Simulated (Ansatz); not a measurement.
# TiHO+ (triplet): from Hartree-Fock to the top rungs, def2-QZVPP

The task here is to estimate one member of a computed series from the others.

Method: def2-QZVPP, core rule «outside noble gas», up to 10 orbitals frozen; program: Ansatz 0.2.0, Gaussian basis.

The runs, in order: UHF; ROHF; CCSD(T) on UHF.

2 further runs of the same task are left out: 2 set aside as unsound or not needed.

**The system**

The geometry is a PBE0/def2-TZVP stationary point (not a proven minimum) of the parent state, kept for this charge and spin.

3 atoms, charge 1, spin multiplicity 3.

Atoms are counted from 1 here; the program's logs count them from 0.

Bond lengths: Ti1–O2 1.607 Å, Ti1–H3 1.793 Å. Angles: O2–Ti1–H3 119.4°.

Set-up of the first run:

in.yaml

```yaml
crystal:
  periodic: [false, false, false]
  atoms:
    - {symbol: Ti, position_ang: [0.000000, -0.075060, 0.375924]}
    - {symbol: O, position_ang: [0.000000, 0.139135, -1.216428]}
    - {symbol: H, position_ang: [0.000000, 1.356032, 1.456176]}
basis:
  gaussian: {orbitals: "def2-QZVPP.json"}
total_charge: 1
magnetization: {spin_polarized: true, initial_magnetization: 2}
hamiltonian: {xc: hf}
output: {orbitals: {seedname: orbitals}}
```

Run with:

```sh
$ ansatz run in.yaml --threads 1 --pin off --events-out ev --progress --plain --max-ram 2560MiB --backend cpu
```

Among the steps run: UHF; ROHF; CCSD(T) on UHF.

One table of the session follows, with a row left open; its other results are not shown here.

| method | from UCCSD(T) (meV) |
| --- | --- |
| ROHF | +10549.1 |
| UHF | ? |
| UMP2 | +1506.5 |
| UCCSD | +696.9 |
| UCCSD(T) | 0 |

Q: Estimate the row for UHF from the others.

**Answer.** from UCCSD(T) (meV): +10306.9. In the column «from UCCSD(T) (meV)» it lies between UMP2 (+1506.5) and ROHF (+10549.1).

The program flags UCCSD(T) as in doubt (see the logs), so the zero of the table is itself unsure.

To keep in mind: The program flags UCCSD(T) as in doubt, so the zero of the table is itself unsure.
